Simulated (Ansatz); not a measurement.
# C₃H₆F₂Si: a ladder of functionals and wavefunction methods

An exercise on one series of results from a longer session: the logs are not shown, and one member is left open.

Method: functionals in def2-TZVPP, the program's frozen cores in correlated methods; program: Ansatz 0.2.0, Gaussian basis.

The runs, in order: LDA (SPW92), PBE-D4, revPBE-D4, BLYP-D4, r2SCAN-D4, B97M-V, PBE0-D4, B3LYP-D4, r2SCANh-D4, r2SCAN0-D4, HSE06-D4, BHLYP-D4, CAM-B3LYP-D4, LC-ωPBE, ωB97X-V, ωB97M-V, B2PLYP, PBE-QIDH; CCSD(T)/def2-SVP; CCSD(T)/def2-TZVPP; MP2/def2-QZVPP; extrapolation to the limit; RPA on PBE.

### The relaxed structure

The geometry comes from an earlier relaxation with PBE0-D4 in a triple-zeta def2 set; it is a stationary point, not always the lowest conformer.

12 atoms, charge 0, spin multiplicity 1.

Atoms are counted from 1 here; the program's logs count them from 0.

Bond lengths: C1–C2 1.327 Å, C1–H7 1.086 Å, C1–H8 1.083 Å, C2–C3 1.493 Å, C2–H9 1.088 Å, C3–Si4 1.856 Å, C3–H10 1.095 Å, C3–H11 1.096 Å, Si4–F5 1.590 Å, Si4–F6 1.590 Å, Si4–H12 1.476 Å. Angles: C2–C1–H7 121.7°, C2–C1–H8 121.3°, H7–C1–H8 117.1°, C1–C2–C3 125.1°, C1–C2–H9 118.9°, C3–C2–H9 115.9°, C2–C3–Si4 110.7°, C2–C3–H10 111.1°, C2–C3–H11 111.5°, Si4–C3–H10 107.8°, Si4–C3–H11 108.0°, H10–C3–H11 107.5°, C3–Si4–F5 109.4°, C3–Si4–F6 109.9°, C3–Si4–H12 114.0°, F5–Si4–F6 106.9°, F5–Si4–H12 108.1°, F6–Si4–H12 108.2°.

Set-up of the first run:

in.yaml

```yaml
crystal:
  periodic: [false, false, false]
  atoms:
    - {symbol: C, position_ang: [1.958883, 0.564346, -0.196886]}
    - {symbol: C, position_ang: [1.050602, -0.387437, -0.025736]}
    - {symbol: C, position_ang: [-0.202032, -0.244263, 0.774109]}
    - {symbol: Si, position_ang: [-1.670378, -0.023389, -0.338829]}
    - {symbol: F, position_ang: [-1.787481, -1.273687, -1.314614]}
    - {symbol: F, position_ang: [-3.004547, 0.013434, 0.526195]}
    - {symbol: H, position_ang: [1.864763, 1.534446, 0.281387]}
    - {symbol: H, position_ang: [2.832225, 0.403330, -0.817063]}
    - {symbol: H, position_ang: [1.187609, -1.342281, -0.527981]}
    - {symbol: H, position_ang: [-0.150379, 0.626158, 1.436635]}
    - {symbol: H, position_ang: [-0.381302, -1.125185, 1.400499]}
    - {symbol: H, position_ang: [-1.621063, 1.199329, -1.163615]}
basis:
  gaussian: {orbitals: def2-TZVPP}
hamiltonian: {xc: lda}
output: {orbitals: {seedname: orbitals}}
```

Steps of the session up to this table: LDA; PBE-D4 (GGA); revPBE-D4 (GGA); BLYP-D4 (GGA); r2SCAN-D4 (meta-GGA); B97M-V (meta-GGA); PBE0-D4 (hybrid); B3LYP-D4 (hybrid); r2SCANh-D4 (hybrid); r2SCAN0-D4 (hybrid); HSE06-D4 (hybrid); BHLYP-D4 (hybrid); CAM-B3LYP-D4 (range-separated); LC-ωPBE-D4 (range-separated; the results give it without D4); ωB97X-V (range-separated); ωB97M-V (range-separated); B2PLYP (double hybrid); PBE-QIDH (double hybrid).

One table of the session follows, with a row left open; its other results are not shown here.

It belongs to the step «Orbital energies across the functionals». 

```
  functional  HOMO (eV)  gap (eV)
 LDA (SPW92)      -6.61      5.15
      PBE-D4      -6.43      5.23
   revPBE-D4      -6.35      5.26
     BLYP-D4      -6.27      5.22
   r2SCAN-D4      -6.62      5.67
      B97M-V      -6.65      5.72
     PBE0-D4      -7.56      7.35
    B3LYP-D4      -7.34      6.91
  r2SCANh-D4      -7.05      6.46
  r2SCAN0-D4          ?         ?
    HSE06-D4      -7.16      6.56
    BHLYP-D4      -8.54      9.40
CAM-B3LYP-D4      -8.89      9.80
     LC-ωPBE     -10.27     12.36
     ωB97X-V      -9.88     11.88
     ωB97M-V      -9.77     11.60
```

Estimate the missing values for r2SCAN0-D4.

Worked estimate for «HOMO (eV)». Against the share of exact exchange, r2SCAN-D4 (0, -6.62), r2SCANh-D4 (0.1, -7.05) give a slope of -4.30 per unit share; at 0.25 the line stands at -7.69.

**Answer.** HOMO (eV): -7.69; gap (eV): 7.62. In «HOMO (eV)» the line misses by 0.00.
